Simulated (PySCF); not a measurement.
**[Pb(OH)3(NH3)]+: other functionals and bases at one geometry**

The task here is to estimate one member of a computed series from the others.

Method: several levels, as the steps say, no spin–orbit coupling; program: PySCF 2.14.0.

1 further run of the same task is left out (for a known fault of the program).

## Starting geometry

11 atoms, charge 1, spin multiplicity 1.

Bond lengths: Pb1–O2 2.050 Å, Pb1–O4 2.051 Å, Pb1–O6 2.050 Å, Pb1–N8 2.333 Å, O2–H3 0.972 Å, O4–H5 0.972 Å, O6–H7 0.972 Å, N8–H9 1.025 Å, N8–H10 1.025 Å, N8–H11 1.025 Å. Angles: O2–Pb1–O4 119.5°, O2–Pb1–O6 119.1°, O2–Pb1–N8 94.1°, O4–Pb1–O6 119.3°, O4–Pb1–N8 94.6°, O6–Pb1–N8 95.7°, Pb1–O2–H3 111.3°, Pb1–O4–H5 111.1°, Pb1–O6–H7 110.9°, Pb1–N8–H9 110.7°, Pb1–N8–H10 111.0°, Pb1–N8–H11 110.9°, H9–N8–H10 108.0°, H9–N8–H11 108.1°, H10–N8–H11 108.0°.

Geometry (Å):

```xyz
11
H6NO3Pb
Pb    0.11937   -0.14520    0.21013
O     0.67332    1.41287    1.42256
H     1.63043    1.40504    1.59144
O    -1.44034   -1.35479    0.76943
H    -1.50356   -1.41832    1.73709
O     1.41242   -0.78432   -1.24725
H     1.41653   -1.75468   -1.30705
N    -1.17387    1.19114   -1.19931
H    -1.12859    2.17313   -0.90868
H    -0.84287    1.13228   -2.16780
H    -2.15647    0.89892   -1.18150
```

Formal oxidation states: Pb +4. An earlier session relaxed this geometry at PBE0, Pb def2-SVP with ECP60, O def2-SVP, H def2-SVP, N def2-SVP (singlet, point group C1).

At PBE0 on the finer grid: E = -476.097490 Eh, HOMO -13.64 eV, LUMO -8.33 eV, Mulliken charge on Pb1 +1.16 e, largest force component 0.012 eV/Å. 

Levels to run: TPSSh; r2SCAN; PBE0, TZVP. Hardware: 2 threads of Intel Xeon Platinum 8488C (Sapphire Rapids), shared host.

The first run:

run.py (the lines that set the calculation) reads:

```python
mol = gto.M(atom='''
Pb     0.11937    -0.14520     0.21013
O      0.67332     1.41287     1.42256
H      1.63043     1.40504     1.59144
O     -1.44034    -1.35479     0.76943
H     -1.50356    -1.41832     1.73709
O      1.41242    -0.78432    -1.24725
H      1.41653    -1.75468    -1.30705
N     -1.17387     1.19114    -1.19931
H     -1.12859     2.17313    -0.90868
H     -0.84287     1.13228    -2.16780
H     -2.15647     0.89892    -1.18150''',
    basis={'Pb': 'def2-SVP', 'O': 'def2-SVP', 'H': 'def2-SVP', 'N': 'def2-SVP'},
    ecp={'Pb': 'def2-SVP'},
    charge=1, spin=0)
mf = dft.RKS(mol, xc='TPSSH')
mf.grids.atom_grid = (75, 302)
mf = mf.density_fit()  # fitting sets: Pb def2-universal-JKFIT, O def2-universal-JKFIT, H def2-universal-JKFIT, N def2-universal-JKFIT
mf.conv_tol = 1e-08; mf.max_cycle = 55
mf.kernel(dm0)  # dm0: the density of the relaxed state
```

Command:

```console
> OMP_NUM_THREADS=2 python run.py
```

Steps of the session up to this table: TPSSh; r2SCAN; PBE0, TZVP.

One of the session's tables, all rows but one given; the rest of the session is left out.

| level | HOMO (eV) | gap (eV) | charge on Pb1 (e) | dipole (D) | largest force component (eV/Å) |
| --- | --- | --- | --- | --- | --- |
| PBE0 (relaxed here) | -13.64 | 5.31 | 1.16 | 2.90 | 0.01 |
| TPSSh | -12.66 | 3.94 | 1.11 | 2.94 | 0.31 |
| r2SCAN | -12.27 | 3.19 | 1.13 | 2.97 | 0.28 |
| PBE0, TZVP | ? | ? | ? | ? | ? |

Estimate the missing values for PBE0, TZVP.

As computed: HOMO (eV): -13.83; gap (eV): 5.33; charge on Pb1 (e): 1.30; dipole (D): 2.97; largest force component (eV/Å): 0.47. In the column «HOMO (eV)» it is the lowest.

The dipole of a charged species depends on the origin, so these sizes hold for this origin alone.

In one basis the HOMO–LUMO gap runs from 3.19 eV (r2SCAN) to 5.31 eV (PBE0). The largest leftover force, 0.47 eV/Å with PBE0, TZVP, stands at a geometry relaxed at another level. Total energies of different levels can't be compared.
